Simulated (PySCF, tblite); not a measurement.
**CH₁₁NSi₃: geometry, infrared bands and NMR shifts**

Wanted: the infrared bands and NMR shifts of CH₁₁NSi₃ (`[SiH3]C[SiH2]N[SiH3]`), by calculation.

The runs use tblite 0.8.0 and PySCF 2.14.0, with density-fitted response routines of our own; the level of theory stands in each step. All values are computed, except where a source is named. Atoms count from 0, in the outputs and in this text.

### Step 1. The starting structure

16 atoms, charge 0, multiplicity 1; geometry from: force field or distance geometry start.

Bonds of the start (Å): Si0–C1 1.85, C1–Si2 1.87, Si2–N3 1.76, N3–Si4 1.78, Si0–H5 1.49, Si0–H6 1.48, Si0–H7 1.46, C1–H8 1.10, C1–H9 1.11, Si2–H10 1.48, Si2–H11 1.49, N3–H12 1.07, Si4–H13 1.48, Si4–H14 1.47, Si4–H15 1.49.

### Step 2. Optimising the geometry with GFN2-xTB

Job settings and geometry (Å):

```
{"job": {"kind": "relax", "xc": "GFN2-xTB", "basis": "xTB"}, "charge": 0, "multiplicity": 1}
Si    -2.736400     0.051900     0.510700
C     -1.199100     0.264200    -0.491300
Si     0.194900    -0.866000     0.043500
N      1.351100    -0.107400     1.134900
Si     2.694300     0.721400     0.306100
H     -3.444500     1.358100     0.487800
H     -3.667300    -0.924900    -0.099600
H     -2.518300    -0.345000     1.895000
H     -0.835300     1.298300    -0.516000
H     -1.451600    -0.033000    -1.528400
H      0.834900    -1.389000    -1.183300
H     -0.395200    -2.030500     0.751300
H      1.815900    -0.905200     1.669300
H      3.885200    -0.158600     0.197500
H      2.326600     1.188700    -1.036200
H      3.137200     1.886000     1.114700
```

The run is started by

```
> OMP_NUM_THREADS=1 python probes_run.py task.json out
```

The driver reads the jobs from task.json and runs them one after another.

**Question.** This job is followed by: GFN2-xTB harmonic vibrations, gas phase; GIAO PBE0/pcSseg-1 NMR shielding, non-relativistic, gas phase. What will the session give for the following? strongest single infrared mode (GFN2-xTB); zero-point energy (GFN2-xTB); 13C shifts against TMS (PBE0/pcSseg-1); 1H shifts against TMS (PBE0/pcSseg-1, means over atoms taken as alike); 29Si shifts against TMS (PBE0/pcSseg-1); 15N shifts against NH3 (PBE0/pcSseg-1); surface potential, 1st and 99th percentile.

**Answer**, as computed:

| quantity | value |
| --- | --- |
| strongest single infrared mode (GFN2-xTB) | 2191 cm⁻¹, 619 km/mol |
| zero-point energy (GFN2-xTB) | 66.7 kcal/mol |
| 13C shifts against TMS (PBE0/pcSseg-1) | -10.0 ppm |
| 1H shifts against TMS (PBE0/pcSseg-1, means over atoms taken as alike) | 5.02, 4.69, 4.04, 0.00, -0.46 ppm |
| 29Si shifts against TMS (PBE0/pcSseg-1) | -30.1, -59.6, -76.1 ppm |
| 15N shifts against NH3 (PBE0/pcSseg-1) | -0.8 ppm |
| surface potential, 1st and 99th percentile | -0.35 V and 1.48 V |

Relaxing lowered the energy by 0.566 eV in 149 steps; the close pair that moved most is N3–H12, from 1.067 to 1.007 Å. All 42 modes are real, so the xTB geometry is a minimum. The strongest single mode, at 2191 cm⁻¹, moves mainly H13. Unscaled tight-binding wavenumbers are off by several per cent, some by more. Its intensities can rank the bands wrongly. At PBE0/pcSseg-1: The largest span, 102 ppm, is at Si4, where the paramagnetic term is -471 ppm.
